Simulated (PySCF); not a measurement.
# C₃H₄ClFOS: a tour of settings, part 2 of 2

PySCF 2.14.0. Atoms count from 0. The steps go on from the part before.

### 4 Spin-spin couplings: revPBE/3-21G

Job settings and geometry (Å):

```
{"job": {"kind": "j", "xc": "revPBE", "basis": "3-21G", "scf": {"diis": false, "max_cycle": 58}}, "charge": 0, "multiplicity": 1}
C     -1.602042     0.550582     0.534149
S     -0.567283    -0.001204    -0.890908
O     -1.170812    -1.232195    -1.373404
C      0.828392    -0.514614     0.219266
F      0.516823    -1.446948     1.128891
C      2.067673    -0.059818     0.114597
Cl     2.459936     1.130634    -1.045354
H     -2.561179     0.862398     0.133866
H     -1.106478     1.384859     1.017029
H     -1.743181    -0.278092     1.219901
H      2.883576    -0.392932     0.740000
```

Method: revPBE/3-21G indirect spin-spin coupling, non-relativistic, gas phase.

Standard output:

```text
final grid: 101416 points
cycle   1  E = -1143.7010244005  dE =  7.198e-01  |g| = 1.072e+00  |ddm| = 3.983e+00
cycle   2  E = -1138.5229716186  dE =  5.178e+00  |g| = 3.630e+00  |ddm| = 7.030e+00
cycle   3  E = -1113.2721030454  dE =  2.525e+01  |g| = 8.455e+00  |ddm| = 1.867e+01
cycle   4  E = -1049.8341929512  dE =  6.344e+01  |g| = 8.539e+00  |ddm| = 4.147e+01
cycle   5  E = -959.8390162531  dE =  9.000e+01  |g| = 8.567e+00  |ddm| = 4.941e+01
cycle   6  E = -870.3306859631  dE =  8.951e+01  |g| = 1.042e+01  |ddm| = 7.846e+01
cycle   7  E = -816.9322440102  dE =  5.340e+01  |g| = 9.686e+00  |ddm| = 9.787e+01
cycle   8  E = -824.7060051541  dE = -7.774e+00  |g| = 8.798e+00  |ddm| = 1.153e+02
cycle   9  E = -816.3692040578  dE =  8.337e+00  |g| = 9.537e+00  |ddm| = 1.159e+02
cycle  10  E = -824.7125430146  dE = -8.343e+00  |g| = 8.795e+00  |ddm| = 1.160e+02
[... 38 cycles left out ...]
cycle  49  E = -816.3699989502  dE =  8.343e+00  |g| = 9.538e+00  |ddm| = 1.160e+02
cycle  50  E = -824.7125486488  dE = -8.343e+00  |g| = 8.795e+00  |ddm| = 1.160e+02
cycle  51  E = -816.3699989502  dE =  8.343e+00  |g| = 9.538e+00  |ddm| = 1.160e+02
cycle  52  E = -824.7125486488  dE = -8.343e+00  |g| = 8.795e+00  |ddm| = 1.160e+02
cycle  53  E = -816.3699989502  dE =  8.343e+00  |g| = 9.538e+00  |ddm| = 1.160e+02
cycle  54  E = -824.7125486488  dE = -8.343e+00  |g| = 8.795e+00  |ddm| = 1.160e+02
cycle  55  E = -816.3699989502  dE =  8.343e+00  |g| = 9.538e+00  |ddm| = 1.160e+02
cycle  56  E = -824.7125486488  dE = -8.343e+00  |g| = 8.795e+00  |ddm| = 1.160e+02
cycle  57  E = -816.3699989502  dE =  8.343e+00  |g| = 9.538e+00  |ddm| = 1.160e+02
cycle  58  E = -824.7125486488  dE = -8.343e+00  |g| = 8.795e+00  |ddm| = 1.160e+02
SCF not converged, last energy = -824.7125486488
```

Wall time 26 s (1 thread of Intel Xeon Platinum 8488C, shared host).

Why it failed: The SCF swings between two densities 8.34 Eh apart: plain iteration without DIIS overshoots. Cure: turn DIIS on. Numbers printed on the way are no properties of the molecule.

### 5 Shielding tensors: OLYP/pcSseg-1 in dimethylsulfoxide

The job, as its differences from that of step 4:

```diff
@@ -1,2 +1,2 @@
-{"job": {"kind": "j", "xc": "revPBE", "basis": "3-21G", "scf": {"diis": false, "max_cycle": 58}}, "charge": 0, "multiplicity": 1}
+{"job": {"kind": "nmr", "xc": "OLYP", "basis": "pcSseg-1", "solvent": "dimethylsulfoxide", "pop": true, "scf": {"damp": 0.1, "aux": "def2-qzvpp-jkfit"}}, "charge": 0, "multiplicity": 1}
 C     -1.602042     0.550582     0.534149
```

Level: GIAO OLYP/pcSseg-1 NMR shielding, non-relativistic, IEF-PCM dimethylsulfoxide.

Standard output:

```text
damping 0.10 in the first 6 cycles
final grid: 101416 points
cycle   1  E = -1149.7731511938  dE =  1.155e+00  |g| = 1.059e+00  |ddm| = 3.392e+00
cycle   2  E = -1148.5365992614  dE =  1.237e+00  |g| = 2.555e+00  |ddm| = 4.394e+00
cycle   3  E = -1146.8709193376  dE =  1.666e+00  |g| = 4.034e+00  |ddm| = 5.679e+00
cycle   4  E = -1135.5482658256  dE =  1.132e+01  |g| = 5.659e+00  |ddm| = 7.607e+00
cycle   5  E = -1111.3799178499  dE =  2.417e+01  |g| = 1.280e+01  |ddm| = 1.321e+01
cycle   6  E = -1088.0410632368  dE =  2.334e+01  |g| = 1.472e+01  |ddm| = 1.665e+01
cycle   7  E = -1038.3297916576  dE =  4.971e+01  |g| = 2.046e+01  |ddm| = 1.895e+01
cycle   8  E = -1130.7092183970  dE = -9.238e+01  |g| = 6.004e+00  |ddm| = 3.927e+01
cycle   9  E = -1117.1166216706  dE =  1.359e+01  |g| = 1.064e+01  |ddm| = 3.861e+01
cycle  10  E = -1140.1225759039  dE = -2.301e+01  |g| = 6.487e+00  |ddm| = 7.417e+00
cycle  11  E = -1140.4702511402  dE = -3.477e-01  |g| = 5.005e+00  |ddm| = 5.772e+00
cycle  12  E = -1149.0652003062  dE = -8.595e+00  |g| = 2.014e+00  |ddm| = 4.928e+00
cycle  13  E = -1149.4017001204  dE = -3.365e-01  |g| = 1.625e+00  |ddm| = 2.366e+00
cycle  14  E = -1149.8886599645  dE = -4.870e-01  |g| = 6.288e-01  |ddm| = 1.299e+00
cycle  15  E = -1149.9459680885  dE = -5.731e-02  |g| = 3.865e-01  |ddm| = 6.598e-01
cycle  16  E = -1149.9716205230  dE = -2.565e-02  |g| = 2.042e-01  |ddm| = 4.230e-01
cycle  17  E = -1149.9788094242  dE = -7.189e-03  |g| = 9.678e-02  |ddm| = 2.155e-01
cycle  18  E = -1149.9809522543  dE = -2.143e-03  |g| = 3.248e-02  |ddm| = 1.084e-01
cycle  19  E = -1149.9811604704  dE = -2.082e-04  |g| = 1.316e-02  |ddm| = 4.109e-02
cycle  20  E = -1149.9811996196  dE = -3.915e-05  |g| = 2.341e-03  |ddm| = 1.677e-02
cycle  21  E = -1149.9812008563  dE = -1.237e-06  |g| = 2.734e-04  |ddm| = 2.307e-03
cycle  22  E = -1149.9812008722  dE = -1.585e-08  |g| = 8.002e-05  |ddm| = 3.495e-04
cycle  23  E = -1149.9812008727  dE = -4.875e-10  |g| = 6.648e-05  |ddm| = 1.407e-04
cycle  24  E = -1149.9812008736  dE = -9.604e-10  |g| = 9.361e-06  |ddm| = 7.213e-05
converged SCF energy = -1149.9812008736

GIAO shielding tensors (ppm)
atom      isotropic    diamagn.    paramagn.     s11        s22        s33       span
  0 C      140.398     252.191    -111.793    104.463    132.634    184.097     79.635
  1 S      156.676    1052.201    -895.525    -26.288     83.367    412.950    439.238
  2 O      276.810     396.221    -119.412     78.320    275.054    477.056    398.736
  3 C       10.044     255.648    -245.605    -80.220     48.778     61.573    141.793
  4 F      286.754     474.616    -187.862    217.338    283.675    359.251    141.913
  5 C       70.573     253.208    -182.635      2.070     82.979    126.669    124.600
  6 Cl     785.883    1147.140    -361.257    626.977    782.039    948.632    321.655
  7 H       28.912      28.599       0.313     26.281     26.733     33.723      7.442
  8 H       29.462      29.901      -0.439     25.873     27.776     34.737      8.864
  9 H       28.388      30.231      -1.844     24.870     28.762     31.531      6.660
 10 H       25.082      28.218      -3.135     20.623     26.313     28.311      7.688
```

Wall time 25 s (1 thread of Intel Xeon Platinum 8488C, shared host); peak memory 0.75 GiB.

Key values: σ C3 10.0, C5 70.6, C0 140.4, S1 157, H10 25.08, H7 28.92 ppm (means over like atoms).

### 6 NMR shieldings: B97-D/pcSseg-0 in chloroform

The job, as its differences from that of step 5:

```diff
@@ -1,2 +1,2 @@
-{"job": {"kind": "nmr", "xc": "OLYP", "basis": "pcSseg-1", "solvent": "dimethylsulfoxide", "pop": true, "scf": {"damp": 0.1, "aux": "def2-qzvpp-jkfit"}}, "charge": 0, "multiplicity": 1}
+{"job": {"kind": "nmr", "xc": "B97-D", "basis": "pcSseg-0", "solvent": "chloroform", "pop": false}, "charge": 0, "multiplicity": 1}
 C     -1.602042     0.550582     0.534149
```

With the program's defaults for keys left out, this is: GIAO B97-D/pcSseg-0 NMR shielding, non-relativistic, IEF-PCM chloroform.

Standard output:

```text
coarse grid: 11160 points
cycle   1  E = -1147.9499706144  dE =  1.213e+00  |g| = 1.089e+00  |ddm| = 3.955e+00
cycle   2  E = -1143.2643335174  dE =  4.686e+00  |g| = 3.529e+00  |ddm| = 7.562e+00
cycle   3  E = -1148.0742066202  dE = -4.810e+00  |g| = 6.731e-01  |ddm| = 7.111e+00
cycle   4  E = -1148.1856073993  dE = -1.114e-01  |g| = 2.500e-01  |ddm| = 1.396e+00
cycle   5  E = -1148.1954478650  dE = -9.840e-03  |g| = 1.217e-01  |ddm| = 3.806e-01
cycle   6  E = -1148.1984198752  dE = -2.972e-03  |g| = 3.332e-02  |ddm| = 1.991e-01
cycle   7  E = -1148.1986780483  dE = -2.582e-04  |g| = 1.250e-02  |ddm| = 6.563e-02
cycle   8  E = -1148.1987130339  dE = -3.499e-05  |g| = 3.848e-03  |ddm| = 2.021e-02
cycle   9  E = -1148.1987161787  dE = -3.145e-06  |g| = 1.841e-03  |ddm| = 6.371e-03
final grid: 101416 points
cycle  10  E = -1148.2201529410  dE =  1.132e-04  |g| = 2.995e-02  |ddm| = 4.606e-02
cycle  11  E = -1148.2192264887  dE =  9.265e-04  |g| = 7.297e-02  |ddm| = 1.501e-01
cycle  12  E = -1148.2203077874  dE = -1.081e-03  |g| = 1.011e-02  |ddm| = 1.234e-01
cycle  13  E = -1148.2203277258  dE = -1.994e-05  |g| = 1.369e-03  |ddm| = 1.599e-02
cycle  14  E = -1148.2203281500  dE = -4.242e-07  |g| = 5.107e-04  |ddm| = 2.020e-03
cycle  15  E = -1148.2203282212  dE = -7.121e-08  |g| = 9.481e-05  |ddm| = 7.458e-04
cycle  16  E = -1148.2203282234  dE = -2.191e-09  |g| = 3.583e-05  |ddm| = 1.896e-04
cycle  17  E = -1148.2203282237  dE = -2.940e-10  |g| = 4.033e-06  |ddm| = 3.856e-05
converged SCF energy = -1148.2203282237

GIAO shielding tensors (ppm)
atom      isotropic    diamagn.    paramagn.     s11        s22        s33       span
  0 C      141.700     255.748    -114.049    101.652    130.291    193.156     91.505
  1 S      186.712    1047.397    -860.685    -53.500    156.725    456.912    510.412
  2 O      232.865     395.364    -162.499    -69.108    269.660    498.042    567.151
  3 C        3.611     259.673    -256.062    -90.061     46.519     54.376    144.437
  4 F      273.332     467.401    -194.069    196.285    241.653    382.059    185.775
  5 C       65.157     261.807    -196.650    -10.845     74.624    131.692    142.537
  6 Cl     814.446    1145.092    -330.647    660.747    841.209    941.380    280.633
  7 H       30.410      30.048       0.362     27.291     27.866     36.072      8.781
  8 H       30.466      29.118       1.348     26.434     28.426     36.539     10.105
  9 H       29.887      29.472       0.415     25.760     30.030     33.869      8.109
 10 H       26.906      29.027      -2.121     22.801     27.944     29.971      7.170
```

It took 6.3 s on 1 thread of Intel Xeon Platinum 8488C, shared host.

Key values: σ C3 3.6, C5 65.2, C0 141.7, S1 187, H10 26.91, H7 30.25 ppm (means over like atoms).

### 7 Side by side: NMR shifts

Isotropic shieldings (ppm) of some atoms, chosen among heavy atoms and hydrogens apart, means over like atoms, with basis size and wall time:

| run | C3 | H10 | H7 | S1 | O2 | F4 | Cl6 | functions | time |
| --- | --- | --- | --- | --- | --- | --- | --- | --- | --- |
| PBE0/pcSseg-1 | 6.2 | 25.30 | 29.10 | 164 | 276.6 | 301.5 | 813 | 153 | 29 s |
| OLYP/pcSseg-1 in dimethylsulfoxide | 10.0 | 25.08 | 28.92 | 157 | 276.8 | 286.8 | 786 | 153 | 25 s |
| B97-D/pcSseg-0 in chloroform | 3.6 | 26.91 | 30.25 | 187 | 232.9 | 273.3 | 814 | 79 | 6.3 s |

### 8 What came out

This closing draws on all 2 parts.

```
                                                              quantity                                            value
                                ¹³C shifts against TMS (PBE0/pcSseg-1)                           180.7, 117.7, 42.8 ppm
¹H shifts against TMS (PBE0/pcSseg-1, means over atoms taken as alike)                                   6.42, 2.61 ppm
                                ³³S shifts against CS2 (PBE0/pcSseg-1)                                          340 ppm
                                ¹⁷O shifts against H2O (PBE0/pcSseg-1)                                         59.5 ppm
                              ¹⁹F shifts against CFCl3 (PBE0/pcSseg-1)                                       -130.5 ppm
                               ³⁵Cl shifts against HCl (PBE0/pcSseg-1)                                          136 ppm
                                 surface potential, 1st and 99th percentile                               -1.87 V and 1.51 V
                                       lowest singlet (PBE0/def2-SVPD)                      4.74 eV (262 nm), f = 0.010
                              brightest single state of those computed                      state 4, 6.10 eV, f = 0.184
                                                        lowest triplet                                          3.87 eV
                                          range of the shielding of O2                               232.9 to 276.8 ppm
                                         property runs in this session  5, of which 1 failed and 0 gave unsound results
```

**Reading.** Single values in the summary come from the first run of each kind that ended normally (PBE0/pcSseg-1; PBE0/def2-SVPD), which need not be the best level. H10 (hydrogen on an alkene CH) lies farthest downfield among hydrogen, at 6.42 ppm; attached to an sp2 carbon and in the plane of the double bond. At PBE0/pcSseg-1, counted by nearest atom on the grid, the HOMO lies on O2 50 %; S1 25 %, the LUMO on C3, C5 about 29 % each; S1 10 %. The lowest singlet, at 4.74 eV, is HOMO→LUMO 0.96 and is weak; of the 6 states computed, the strongest absorption comes from state 4 at 6.10 eV. The lowest triplet lies 0.87 eV below the lowest singlet (triplets in Tamm-Dancoff, singlets in full TDDFT). In ppm, O2 moves most: its shielding spreads over 43.9 ppm, from 232.9 (B97-D/pcSseg-0 in chloroform) to 276.8 (OLYP/pcSseg-1 in dimethylsulfoxide).
